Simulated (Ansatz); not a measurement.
# LaPtSi: the cost of one run

Program: Ansatz 0.2.0. Level of theory: DFT PBEsol, scalar-relativistic, plane waves, PAW. These are calculated values, not measurements.

1 further run of the same task is left out (set aside as unsound or not needed). Runs told in other sessions of the task aren't counted.

### 1 The system as given

The cell holds 29 atoms (La10Pt10Si9): a = 9.462 Å, b = 9.462 Å, c = 9.855 Å, α = 118.69°, β = 118.69°, γ = 90.00°.

Structure file:

```
CELL_PARAMETERS angstrom
-8.46277 -4.23139 0.00000
-4.23139 8.46277 0.00000
6.34708 -2.11569 -7.23643
ATOMIC_POSITIONS crystal
La 0.92061 0.92061 0.84122
La 0.52061 0.72061 0.84122
La 0.12061 0.52061 0.84122
La 0.72061 0.32061 0.84122
La 0.32061 0.12061 0.84122
La 0.37061 0.27061 0.34122
La 0.97061 0.07061 0.34122
La 0.57061 0.87061 0.34122
La 0.17061 0.67061 0.34122
La 0.77061 0.47061 0.34122
Pt 0.33128 0.33381 0.65765
Pt 0.93223 0.13223 0.66447
Pt 0.53223 0.93223 0.66447
Pt 0.13223 0.73223 0.66447
Pt 0.73223 0.53223 0.66447
Pt 0.18223 0.88223 0.16447
Pt 0.77992 0.68518 0.16787
Pt 0.38133 0.47926 0.16238
Pt 0.98223 0.28223 0.16447
Pt 0.58223 0.08223 0.16447
Si 0.10016 0.30016 0.00032
Si 0.70016 0.10016 0.00032
Si 0.30016 0.90016 0.00032
Si 0.90016 0.70016 0.00032
Si 0.35016 0.05016 0.50032
Si 0.95016 0.85016 0.50032
Si 0.55016 0.65016 0.50032
Si 0.15016 0.45016 0.50032
Si 0.75016 0.25016 0.50032
```

The host was relaxed before at PBEsol: a = 4.231 Å, b = 4.231 Å, c = 14.473 Å, α = 90.00°, β = 90.00°, γ = 90.00° (conventional cell), 21.594 Å³/atom.

Places, in fractions of the supercell: a vacancy on Si at (0.500, 0.500, 0.000). Its neighbours start displaced at random, with a spread of 0.03 Å in each coordinate.

### 2 The perfect crystal in the supercell of 30 atoms

Contents of input.yaml:

```yaml
crystal:
  lattice:
    - [-8.4627710581, -4.231385529, 0.0]
    - [-4.231385529, 8.4627710581, 0.0]
    - [6.3470782936, -2.1156927645, -7.2364316169]
  atoms:
    - { symbol: La, position: [0.9206081255, 0.9206081255, 0.841216251] }
    - { symbol: La, position: [0.5206081255, 0.7206081255, 0.841216251] }
    - { symbol: La, position: [0.1206081255, 0.5206081255, 0.841216251] }
    - { symbol: La, position: [0.7206081255, 0.3206081255, 0.841216251] }
    - { symbol: La, position: [0.3206081255, 0.1206081255, 0.841216251] }
    - { symbol: La, position: [0.3706081255, 0.2706081255, 0.341216251] }
    - { symbol: La, position: [0.9706081255, 0.0706081255, 0.341216251] }
    - { symbol: La, position: [0.5706081255, 0.8706081255, 0.341216251] }
    - { symbol: La, position: [0.1706081255, 0.6706081255, 0.341216251] }
    - { symbol: La, position: [0.7706081255, 0.4706081255, 0.341216251] }
    - { symbol: Pt, position: [0.3322349837, 0.3322349837, 0.6644699673] }
    - { symbol: Pt, position: [0.9322349837, 0.1322349837, 0.6644699673] }
    - { symbol: Pt, position: [0.5322349837, 0.9322349837, 0.6644699673] }
    - { symbol: Pt, position: [0.1322349837, 0.7322349837, 0.6644699673] }
    - { symbol: Pt, position: [0.7322349837, 0.5322349837, 0.6644699673] }
    - { symbol: Pt, position: [0.1822349837, 0.8822349837, 0.1644699673] }
    - { symbol: Pt, position: [0.7822349837, 0.6822349837, 0.1644699673] }
    - { symbol: Pt, position: [0.3822349837, 0.4822349837, 0.1644699673] }
    - { symbol: Pt, position: [0.9822349837, 0.2822349837, 0.1644699673] }
    - { symbol: Pt, position: [0.5822349837, 0.0822349837, 0.1644699673] }
    - { symbol: Si, position: [0.5001578908, 0.5001578908, 0.0003157817] }
    - { symbol: Si, position: [0.1001578908, 0.3001578908, 0.0003157817] }
    - { symbol: Si, position: [0.7001578908, 0.1001578908, 0.0003157817] }
    - { symbol: Si, position: [0.3001578908, 0.9001578908, 0.0003157817] }
    - { symbol: Si, position: [0.9001578908, 0.7001578908, 0.0003157817] }
    - { symbol: Si, position: [0.3501578908, 0.0501578908, 0.5003157817] }
    - { symbol: Si, position: [0.9501578908, 0.8501578908, 0.5003157817] }
    - { symbol: Si, position: [0.5501578908, 0.6501578908, 0.5003157817] }
    - { symbol: Si, position: [0.1501578908, 0.4501578908, 0.5003157817] }
    - { symbol: Si, position: [0.7501578908, 0.2501578908, 0.5003157817] }
basis:
  ecutwfc: 420
  xc_grid: 2
kpoints:
  mp_grid: { grid: [3, 3, 3], shift: [0.0, 0.0, 0.0] }
hamiltonian:
  xc: pbesol
scf:
  occupations: { method: gaussian, width: 0.05 }
output:
  forces: true
  stress: true
  eigenvalues: true
```

The run is started by

```console
ansatz run input.yaml --threads 8 --pin off --max-ram 14336MiB --backend cpu --events-out ev --progress --plain --runs-dir out
```

Q: Estimate wall time and peak memory on 8 threads of AMD EPYC 9R45 (Zen 5), shared host.

About 4.4 s, with a peak of 3.8 GiB.
